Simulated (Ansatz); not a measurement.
# LaP2Ru2 (ThCr2Si2 type): the cost of one run

Computed with Ansatz 0.2.0 (DFT PBEsol, scalar-relativistic, plane waves, PAW, unless a step's input says otherwise).

**1. The starting structure**

Symmetry: I4/mmm, No. 139, tetragonal system. Conventional cell: a = 4.031 Å, b = 4.031 Å, c = 10.675 Å, α = 90.00°, β = 90.00°, γ = 90.00°. La (site symmetry 4/mmm) is surrounded by 8 P at 3.22 Å and 8 Ru at 3.34 Å. Ru (site symmetry -4m2) has 4 P at 2.33 Å as nearest neighbours. Around P (site symmetry 4mm) lie 4 Ru at 2.33 Å and 4 La at 3.22 Å.

Structure file:

```xyz
5
Lattice="-2.0155 2.0155 5.3375 2.0155 -2.0155 5.3375 2.0155 2.0155 -5.3375" Properties=species:S:1:pos:R:3 pbc="T T T"
La    0.0000    0.0000    0.0000
Ru    0.0000    2.0155    2.6688
Ru    2.0155    0.0000    2.6688
P     0.0000    0.0000    3.8430
P     0.0000    0.0000    6.8320
```

**2. Cell and atoms relaxed at 0 GPa**

Contents of input.yaml:

```yaml
crystal:
  lattice:
    - [-2.0155, 2.0155, 5.3375]
    - [2.0155, -2.0155, 5.3375]
    - [2.0155, 2.0155, -5.3375]
  atoms:
    - { symbol: La, position: [0.0, 0.0, 0.0] }
    - { symbol: Ru, position: [0.75, 0.25, 0.5] }
    - { symbol: Ru, position: [0.25, 0.75, 0.5] }
    - { symbol: P, position: [0.36, 0.36, 0.0] }
    - { symbol: P, position: [0.64, 0.64, 0.0] }
scf:
  occupations: { method: gaussian, width: 0.03 }
output:
  forces: true
  stress: true
  eigenvalues: true
  write_density: true
  write_potential: true
  elf: true
  volumetric_format: npy
hamiltonian:
  xc: pbesol
basis:
  ecutwfc: 420
kpoints:
  mp_grid: { grid: [14, 14, 14] }
relax:
  f_tol: 0.003
  max_steps: 60
  cell: { stress_tol: 0.015, p_target: 0 }
```

Launch:

```
$ ansatz run input.yaml --threads 2 --pin off --max-ram 6144MiB --backend cpu --events-out ev --progress --plain --runs-dir out
```

**Question.** How long does this run take on 2 threads of Intel Xeon Platinum 8488C (Sapphire Rapids), shared host, and how much memory does it need?

About 2.4 min, with a peak of 0.91 GiB.
